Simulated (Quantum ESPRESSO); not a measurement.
Runs of Quantum ESPRESSO 7.5 on MoSe3. Symmetry: P4/mmm, No. 123, tetragonal system. The conventional cell has a = 4.390 Å, b = 4.390 Å, c = 4.413 Å, α = 90.00°, β = 90.00°, γ = 90.00°. Mo (site symmetry 4/mmm) is surrounded by 12 Se at 3.10 to 3.11 Å. Around Se (site symmetry mmm) lie 8 Se at 3.10 to 3.11 Å and 4 Mo at 3.11 Å. Se (site symmetry 4/mmm) has 4 Mo at 3.10 Å and 8 Se at 3.11 Å as nearest neighbours. The cell was built by a generator and needn't be a form met in nature.

| task | level | potentials or basis | cutoff (eV) | smearing | gap on the mesh (eV) | pressure (GPa) |
| --- | --- | --- | --- | --- | --- | --- |
| real-space fields | revPBE | SSSP 1.3 efficiency PBE | 816 | fermi-dirac 0.136 eV | none | -8.0 |
| band structure | BLYP+D2 | PseudoDojo 0.4.1 SR PBE standard | 1170 | fermi-dirac 0.136 eV | none | -2.9 |
| single point | PBE | SSSP 1.3 efficiency PBE | 816 | fermi-dirac 0.05 eV | none | -9.9 |
| real-space fields | PBE | Ansatz NC SR PBE | 1170 | cold 0.2 eV | none | (a) |

Alike in all rows: no spin polarisation; cell as given; k mesh 6 × 6 × 6.

Q: Fill in the values left out.

A: (a) -9.8.

Caveats: the potentials were made for another functional, which shifts forces and pressure (some runs); pairwise dispersion overbinds metals, which lowers pressure and volume (some runs).

A k mesh can miss the band edges, and the runs leave out spin-orbit coupling on Mo, Se.

A gap of «none» marks a metal or a gap under the smearing width.

The runs don't all hold the same shells in valence.
